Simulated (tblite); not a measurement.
# Ge36H16: the cost of one run

Programs: tblite 0.8.0 and PySCF 2.14.0, with routines of our own; each step states its level. All values are computed. Atoms count from 0.

## Step 1: The system as given

52 atoms, charge 0, multiplicity 1; geometry from: force field, distance geometry or constructed start.

## Step 2: Optimising the geometry with GFN2-xTB

The job: settings as JSON, then the geometry in Å.

```
{"job": {"kind": "relax", "xc": "GFN2-xTB", "basis": "xTB"}, "charge": 0, "multiplicity": 1}
Ge    -2.006400     1.159400    -0.341600
Ge    -4.025900     2.325100     0.333100
Ge    -6.028800     1.158900    -0.339000
Ge    -6.034700    -1.156800     0.333800
Ge    -4.023700    -2.323700    -0.336600
Ge    -2.014600    -1.161700     0.337400
Ge     4.022800     4.646700    -0.343300
Ge     2.014700     5.808900     0.341500
Ge     0.002700     4.642900    -0.340400
Ge    -0.002800     2.321700     0.341600
Ge     2.009200     1.160000    -0.342100
Ge     4.020200     2.320500     0.340000
Ge     6.030600     1.161900    -0.335000
Ge     2.013500    -1.161800     0.337300
Ge     4.020500    -2.317400    -0.339800
Ge     6.032100    -1.160600     0.346300
Ge    -8.045000    -2.320600    -0.339100
Ge    -8.046500    -4.648400     0.339000
Ge    -6.034600    -5.804400    -0.337500
Ge    -4.019900    -4.644100     0.342700
Ge    -0.002300    -2.318700    -0.338500
Ge    -0.000900    -4.643500     0.339800
Ge     2.014700    -5.801600    -0.333400
Ge     4.018500    -4.649300     0.338500
Ge     8.045900    -2.319900    -0.339100
Ge     6.027900    -5.807100    -0.337500
Ge     8.046100    -4.642700     0.339300
Ge    -2.011900     5.806800     0.341200
Ge    -4.022100     4.645400    -0.342000
Ge     8.046500     4.645400    -0.336600
Ge     6.037600     5.806800     0.338900
Ge     8.043500     2.323800     0.340200
Ge    -2.012300    -5.806100    -0.341900
Ge    -6.031900     5.804900     0.343700
Ge    -8.044200     4.646800    -0.343300
Ge    -8.044900     2.324700     0.337100
H      2.010500     7.274700    -0.094000
H     -9.316100    -1.585800     0.087300
H     -9.315900    -5.383100    -0.090000
H     -6.038800    -7.271200     0.091100
H      2.011200    -7.276900     0.093700
H      9.322900    -1.593900     0.093600
H      6.038900    -7.273600     0.086300
H      9.319600    -5.379700    -0.091700
H     -2.015000     7.276300    -0.087500
H      9.315100     5.380800     0.086500
H      6.036400     7.274700    -0.090500
H      9.316700     1.590900    -0.087600
H     -2.009700    -7.274200     0.090100
H     -6.032100     7.275300    -0.087900
H     -9.317900     5.371900     0.093000
H     -9.310400     1.589600    -0.090200
```

Run with:

```bash
OMP_NUM_THREADS=8 python large_run.py task.json out
```

One launch serves the whole session: the jobs run in the order shown.

Q: Estimate the wall time and peak memory of this first job on 8 threads of AMD EPYC 9R45, shared host.

About 2.2 min, with a peak of 0.17 GiB.
